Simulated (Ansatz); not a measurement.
**C2H2OSe (SMILES O=CC=[Se]): single points off equilibrium**

One table from this session's results is given with a row withheld; the runs are named, their logs left out.

Method: single points in def2-TZVPP; program: Ansatz 0.2.0, Gaussian basis.

Cores are frozen in the correlated methods. Filled d shells of the heavier atoms are correlated.

## Where the work starts

SMILES `O=CC=[Se]`, 6 atoms, charge 0, spin multiplicity 1.

Atoms are counted from 1 here; the program's logs count them from 0.

Bond lengths: O1–C2 1.124 Å, C2–C3 1.420 Å, C2–H5 1.194 Å, C3–Se4 1.911 Å, C3–H6 1.279 Å. Angles: O1–C2–C3 115.5°, O1–C2–H5 131.0°, C3–C2–H5 113.4°, C2–C3–Se4 120.7°, C2–C3–H6 123.8°, Se4–C3–H6 115.3°.

As a file:

```xyz
6
C2H2OSe
O    -0.61430   -1.47210   -0.81600
C    -0.23990   -0.85610    0.04660
C     0.22700    0.44290   -0.28680
Se    0.76830    1.66490    1.07910
H    -0.22640   -1.07800    1.21950
H     0.42340    0.84230   -1.48570
```

The first run:

run/in.yaml reads:

```yaml
crystal:
  periodic: [false, false, false]
  atoms:
    - {symbol: O, position_ang: [-0.614300, -1.472100, -0.816000]}
    - {symbol: C, position_ang: [-0.239900, -0.856100, 0.046600]}
    - {symbol: C, position_ang: [0.227000, 0.442900, -0.286800]}
    - {symbol: Se, position_ang: [0.768300, 1.664900, 1.079100]}
    - {symbol: H, position_ang: [-0.226400, -1.078000, 1.219500]}
    - {symbol: H, position_ang: [0.423400, 0.842300, -1.485700]}
basis:
  gaussian: {orbitals: def2-TZVPP}
correlation: {method: ccsd_t}
output: {forces: true}
```

No record of the launch command was kept for these runs.

Among the steps run: CCSD(T)/def2-TZVPP; PBE0-D4/def2-TZVPP; wB97M-V/def2-TZVPP; r2SCAN-D4/def2-TZVPP; PBE-D4/def2-TZVPP; revPBE-D4/def2-TZVPP; r2SCANh-D4/def2-TZVPP.

One table of the session follows, with a row left open; its other results are not shown here.

| method | RMS force component (eV/Å) | angle to CCSD(T) forces (°) | dipole (D) |
| --- | --- | --- | --- |
| CCSD(T) | 3.849 | reference | 0.77 |
| PBE0-D4 | 3.670 | 4.2 | 0.76 |
| wB97M-V | 3.757 | 6.3 | 0.77 |
| r2SCAN-D4 | 3.700 | 2.4 | 0.62 |
| PBE-D4 | 3.826 | 3.9 | 0.72 |
| revPBE-D4 | 3.907 | 4.1 | 0.68 |
| r2SCANh-D4 | ? | ? | ? |

Estimate the missing values for r2SCANh-D4.

As computed: RMS force component (eV/Å): 3.656; angle to CCSD(T) forces (°): 3.5; dipole (D): 0.65. In the column «RMS force component (eV/Å)» it is the lowest.
